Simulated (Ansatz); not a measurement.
# C₃H₇Si radical: up Jacob's ladder to CCSD(T)

Aim: compute C₃H₇Si radical with functionals from several rungs and with coupled cluster, and see how far each lands from CCSD(T) at the basis-set limit for the atomisation energy.

Method: functionals in def2-TZVPP, the program's frozen cores in correlated methods; program: Ansatz 0.2.0, Gaussian basis.

Plan: LDA (SPW92), PBE-D4, revPBE-D4, BLYP-D4, r2SCAN-D4, B97M-V, PBE0-D4, B3LYP-D4, r2SCANh-D4, r2SCAN0-D4, HSE06-D4, BHLYP-D4, CAM-B3LYP-D4, LC-ωPBE, ωB97X-V, ωB97M-V, B2PLYP, PBE-QIDH; CCSD(T)/def2-SVP; CCSD(T)/def2-TZVPP; MP2/def2-QZVPP; extrapolation to the limit; RPA on PBE.

**1. The geometry**

All runs share one geometry, relaxed beforehand with PBE0-D4 in a triple-zeta def2 set.

SMILES `[CH]=C[SiH2]C`, 11 atoms, charge 0, spin multiplicity 2.

Atoms are counted from 1 here; the program's logs count them from 0.

Bond lengths: C1–C2 1.301 Å, C1–H5 1.082 Å, C2–Si3 1.880 Å, C2–H6 1.098 Å, Si3–C4 1.868 Å, Si3–H7 1.488 Å, Si3–H8 1.490 Å, C4–H9 1.092 Å, C4–H10 1.092 Å, C4–H11 1.093 Å. Angles: C2–C1–H5 140.0°, C1–C2–Si3 122.0°, C1–C2–H6 119.6°, Si3–C2–H6 118.4°, C2–Si3–C4 111.1°, C2–Si3–H7 109.4°, C2–Si3–H8 107.6°, C4–Si3–H7 110.0°, C4–Si3–H8 110.5°, H7–Si3–H8 108.1°, Si3–C4–H9 110.8°, Si3–C4–H10 110.1°, Si3–C4–H11 110.9°, H9–C4–H10 108.1°, H9–C4–H11 108.4°, H10–C4–H11 108.4°.

**2. LDA**

This LDA is Slater exchange with PW92 correlation.

in.yaml reads:

```yaml
crystal:
  periodic: [false, false, false]
  atoms:
    - {symbol: C, position_ang: [0.862510, 1.900400, -0.586122]}
    - {symbol: C, position_ang: [-0.013707, 1.435104, 0.256102]}
    - {symbol: Si, position_ang: [0.003409, -0.357122, 0.822495]}
    - {symbol: C, position_ang: [-0.294873, -1.516717, -0.611034]}
    - {symbol: H, position_ang: [1.116793, 2.821740, -1.092669]}
    - {symbol: H, position_ang: [-0.797023, 2.097808, 0.645915]}
    - {symbol: H, position_ang: [1.311933, -0.662017, 1.461379]}
    - {symbol: H, position_ang: [-1.062184, -0.515758, 1.851173]}
    - {symbol: H, position_ang: [-1.266614, -1.324083, -1.070954]}
    - {symbol: H, position_ang: [0.475092, -1.377973, -1.373432]}
    - {symbol: H, position_ang: [-0.270034, -2.558382, -0.282252]}
basis:
  gaussian: {orbitals: def2-TZVPP}
magnetization: {spin_polarized: true, initial_magnetization: 1}
hamiltonian: {xc: lda}
output: {orbitals: {seedname: orbitals}}
```

Run with:

```sh
ansatz run in.yaml --threads 4 --pin off --events-out ev --progress --plain --max-ram 10444MiB
```

Further steps of the session: PBE-D4 (GGA); revPBE-D4 (GGA); BLYP-D4 (GGA); r2SCAN-D4 (meta-GGA); B97M-V (meta-GGA); PBE0-D4 (hybrid); B3LYP-D4 (hybrid); r2SCANh-D4 (hybrid); r2SCAN0-D4 (hybrid); HSE06-D4 (hybrid); BHLYP-D4 (hybrid); CAM-B3LYP-D4 (range-separated); LC-ωPBE (range-separated); ωB97X-V (range-separated); ωB97M-V (range-separated); B2PLYP (double hybrid); PBE-QIDH (double hybrid); CCSD(T) in def2-SVP; CCSD(T) in def2-TZVPP; MP2 in def2-QZVPP; RPA on PBE orbitals.

Before running them: what should the planned runs give, taken together? Wanted: atomisation energy, CCSD(T)/CBS; farthest beyond LDA; mean size of error, GGA; mean size of error, meta-GGA; mean size of error, hybrid; mean size of error, range-separated; mean size of error, double hybrid; gap, smallest and largest; T1 diagnostic.

The runs gave:

```
                               quantity                                                                                      value
        atomisation energy, CCSD(T)/CBS                                                                              4018.3 kJ/mol
 functionals within 20.1 kJ/mol (0.5 %)  revPBE-D4, BLYP-D4, B3LYP-D4, r2SCANh-D4, r2SCAN0-D4, LC-ωPBE, ωB97X-V, ωB97M-V, PBE-QIDH
                    farthest beyond LDA                                                                      PBE-D4 (+69.7 kJ/mol)
                mean size of error, GGA                                                                                27.0 kJ/mol
           mean size of error, meta-GGA                                                                                28.9 kJ/mol
             mean size of error, hybrid                                                                                26.7 kJ/mol
    mean size of error, range-separated                                                                                15.5 kJ/mol
      mean size of error, double hybrid                                                                                19.6 kJ/mol
              gap, smallest and largest                                                  1.53 eV (LDA (SPW92)), 10.03 eV (LC-ωPBE)
                          T1 diagnostic                                                                                     0.0307
triples share of the correlation energy                                                                                      4.0 %
```

What this shows: LDA overbinds by 512.4 kJ/mol (13 %). PBE-D4 is off by +69.7 kJ/mol. Double hybrids carry the basis error of their MP2 part in triple zeta, and no dispersion term here, so their miss is partly the set-up's. The rungs range-separated, double hybrid miss on average by less than the doubt on the reference (20.1 kJ/mol), so they tie. Misses under about 20.1 kJ/mol are within the doubt on the reference itself, which lacks core-valence correlation, relativity and higher excitations. Hartree-Fock recovers 76 % of the binding; the rest is correlation. CCSD(T) in def2-SVP is off by -188.5 kJ/mol, so the small basis spoils what the method gains. The gap grows from 1.5 to 10.0 eV across the functionals, mostly with the share of exact exchange. The UHF reference is spin-contaminated (⟨S²⟩ = 0.93 against 0.75).
